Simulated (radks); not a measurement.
# Mn³⁺ in [Ar] 3d3 4p1: an all-electron calculation

One table from this session's results is given with a row withheld; the runs are named, their logs left out.

Method: non-relativistic Kohn-Sham, TPSS, spin-polarised, spherical densities, point nucleus; open shells are filled with parallel spins first. Code: radks (a radial shooting solver on a logarithmic mesh, Libxc functionals) version 1.

## The atom as given

```
element       : manganese (Z = 25)
charge        : +3
electrons     : 22
configuration : [Ar] 3d3 4p1
```

Outer shells as boxes (Hund's rule):

Mn³⁺
```
[Ar] core
3d [↑ ][↑ ][↑ ][  ][  ]
4p [↑ ][  ][  ]
```

The first run:

Input:

```text
Z 25
configuration [Ar] 3d3 4p1
relativity non-relativistic
functional tpss,tpss
spin polarised
nucleus point
```

On the command line:

```sh
> python run_ks.py task.json out
```

All runs below come from this command, one after another.

One of the session's tables, all rows but one given; the rest of the session is left out.

It belongs to the step «Shells». Radial moments (bohr):

| level | <r> | outermost maximum (interpolated) | 90 % within | nodes |
| --- | --- | --- | --- | --- |
| 1s up | 0.06153 | 0.0405 | 0.110 | 0 |
| 1s down | 0.06153 | 0.0405 | 0.110 | 0 |
| 2s up | 0.2822 | 0.235 | 0.437 | 1 |
| 2s down | 0.2818 | 0.235 | 0.436 | 1 |
| 2p up | 0.2485 | 0.189 | 0.407 | 0 |
| 2p down | 0.2480 | 0.189 | 0.406 | 0 |
| 3s up | ? | ? | ? | ? |
| 3s down | 0.8431 | 0.735 | 1.25 | 2 |
| 3p up | 0.8746 | 0.744 | 1.33 | 1 |
| 3p down | 0.8788 | 0.744 | 1.34 | 1 |
| 3d up | 0.9734 | 0.715 | 1.60 | 0 |
| 3d down | 0.9898 | 0.718 | 1.64 | 0 |
| 4p up | 2.537 | 2.29 | 3.68 | 2 |

**Question.** Estimate the row for 3s up.

The run gave: <r>: 0.8406; outermost maximum (interpolated): 0.736; 90 % within: 1.25; nodes: 2. In the column «<r>» it lies between 2s up (0.2822) and 3s down (0.8431).
